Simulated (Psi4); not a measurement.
# AlPNH4OF (SMILES [NH2][Al]([F])[PH]O): a chain of runs, part 3 of 3

Psi4 1.11. Earlier steps stand in the parts before.

## 5. The doublet anion: the energy at UMP2/def2-SVPD (density fitting, density fitting for correlation) (run 4)

calc.py reads:

```python
import psi4

psi4.set_memory(1600000000)
psi4.set_num_threads(1)
psi4.set_output_file('run.log', False)

molecule = psi4.geometry("""
-1 2
N      2.80565559     1.83665695    -0.34086313
Al     1.64483085    -1.18114686     0.56017340
F      3.58015984    -3.35210391     1.88008096
P     -2.57788312    -2.18737122    -0.32296175
O     -3.34897453     0.92979628    -0.94324924
H      1.64761441     3.17915240    -1.07367435
H      4.60005259     2.48327398    -0.16577622
H     -3.31587975    -2.30785638     2.26685688
H     -4.78925008     0.97270629    -2.06730369
units au
symmetry c1
""")

psi4.set_options(dict(reference='uhf', num_frozen_docc=13))

e, wfn = psi4.energy("mp2/def2-SVPD", molecule=molecule, return_wfn=True)
print('E =', round(e, 9))
for k, v in sorted(psi4.core.scalar_variables().items()):
    print(f'{k:45s} {v:18.10f}')
```

Command:

```sh
$ python calc.py
```

run.log, shortened:

```text
[...]
  Running in c1 symmetry.
[...]
  Nuclear repulsion =  273.478772795651537
[...]
  Multiplicity = 2
[...]
  Nalpha       = 29
  Nbeta        = 28
[...]
    Number of basis functions: 146
[...]
   @DF-UHF iter   1:  -813.18739409059992   -1.13136e+00   5.17720e-03 ADIIS/DIIS
[...]
   @DF-UHF iter  72:  -813.45994162839031    2.96723e-11   9.54217e-09 DIIS
[...]
   @S^2 Observed:                7.564022274E-01
[...]
  @DF-UHF Final Energy:  -813.45994162839031
   => Energetics <=
    Nuclear Repulsion Energy =            273.4787727956515369
    One-Electron Energy =               -1683.5871827970574941
    Two-Electron Energy =                 596.6484683730155893
    Total Energy =                       -813.4599416283903111
  UHF NO Occupations:
  HONO-2 :   27  A 1.9994682
  HONO-1 :   28  A 1.9977839
[...]
```

The script printed:

```text
E = -814.25633799
CURRENT CORRELATION ENERGY                         -0.7963963615
CURRENT ENERGY                                   -814.2563379899
CURRENT REFERENCE ENERGY                         -813.4599416284
CUSTOM SCS-MP2 CORRELATION ENERGY                  -0.7725257933
CUSTOM SCS-MP2 TOTAL ENERGY                      -814.2324674217
DD SOLVATION ENERGY                                 0.0000000000
HF KINETIC ENERGY                                 812.4089629860
HF POTENTIAL ENERGY                             -1625.8689046144
HF TOTAL ENERGY                                  -813.4599416284
HF VIRIAL RATIO                                     2.0012936571
MP2 CORRELATION ENERGY                             -0.7963963615
MP2 DOUBLES ENERGY                                 -0.7963963615
MP2 OPPOSITE-SPIN CORRELATION ENERGY               -0.5850696224
MP2 SAME-SPIN CORRELATION ENERGY                   -0.2113267391
MP2 SINGLES ENERGY                                 -0.0000000000
MP2 TOTAL ENERGY                                 -814.2563379899
NUCLEAR REPULSION ENERGY                          273.4787727957
ONE-ELECTRON ENERGY                             -1683.5871827971
PCM POLARIZATION ENERGY                             0.0000000000
PE ENERGY                                           0.0000000000
SCF ITERATION ENERGY                             -813.4599416284
SCF ITERATIONS                                     72.0000000000
SCF TOTAL ENERGY                                 -813.4599416284
SCS-MP2 CORRELATION ENERGY                         -0.7725257933
SCS-MP2 TOTAL ENERGY                             -814.2324674217
TWO-ELECTRON ENERGY                               596.6484683730
```

It took 12 s on 1 thread of Intel Xeon Platinum 8375C at 2.90GHz (Ice Lake), shared host; peak memory 0.29 GiB.

## 6. Summary of results

What follows sums up all 3 parts.

| quantity | value |
| --- | --- |
| run 1, MP2/def2-SVPD: total energy at the end | -814.29333 Eh |
| run 1, MP2/def2-SVPD: correlation energy (13 core orbitals frozen) | -767.5 mEh |
| doublet cation, run 2: total energy | -813.95442 Eh |
| doublet cation, run 2: HOMO energy (Hartree–Fock orbitals) (highest over α and β) | -15.53 eV |
| doublet cation, run 2: LUMO energy (Hartree–Fock orbitals) (lowest over α and β) | -7.45 eV |
| doublet cation, run 2: correlation energy (13 core orbitals frozen) | -742.0 mEh |
| doublet cation, run 2: ⟨S²⟩ of the reference determinant | 0.765 |
| doublet cation, run 3: total energy at the end | -813.99344 Eh |
| doublet cation, run 3: HOMO energy (Hartree–Fock orbitals) (highest over α and β) | -15.95 eV |
| doublet cation, run 3: LUMO energy (Hartree–Fock orbitals) (lowest over α and β) | -5.33 eV |
| doublet cation, run 3: correlation energy (13 core orbitals frozen) | -733.9 mEh |
| doublet cation, run 3: ⟨S²⟩ of the reference determinant | 0.764 |
| doublet anion: total energy | -814.25634 Eh |
| doublet anion: HOMO energy (Hartree–Fock orbitals) (highest over α and β) | 1.47 eV |
| doublet anion: LUMO energy (Hartree–Fock orbitals) (lowest over α and β) | 4.43 eV |
| doublet anion: correlation energy (13 core orbitals frozen) | -796.4 mEh |
| doublet anion: ⟨S²⟩ of the reference determinant | 0.756 |
| adiabatic ionisation energy (to the doublet cation, no zero-point term) | 8.161 eV |

In words: The adiabatic ionisation energy (to the doublet cation, no zero-point term) is 8.16 eV (188 kcal/mol). The optimisation (run 1, MP2/def2-SVPD) took 9 steps and changed the energy by -0.069 eV. The optimisation (doublet cation, run 3) took 15 steps and changed the energy by -1.062 eV. The HOMO (doublet anion) lies at positive energy, 1.47 eV: the electron is unbound at this level or held by a compact basis; values depend on the basis.
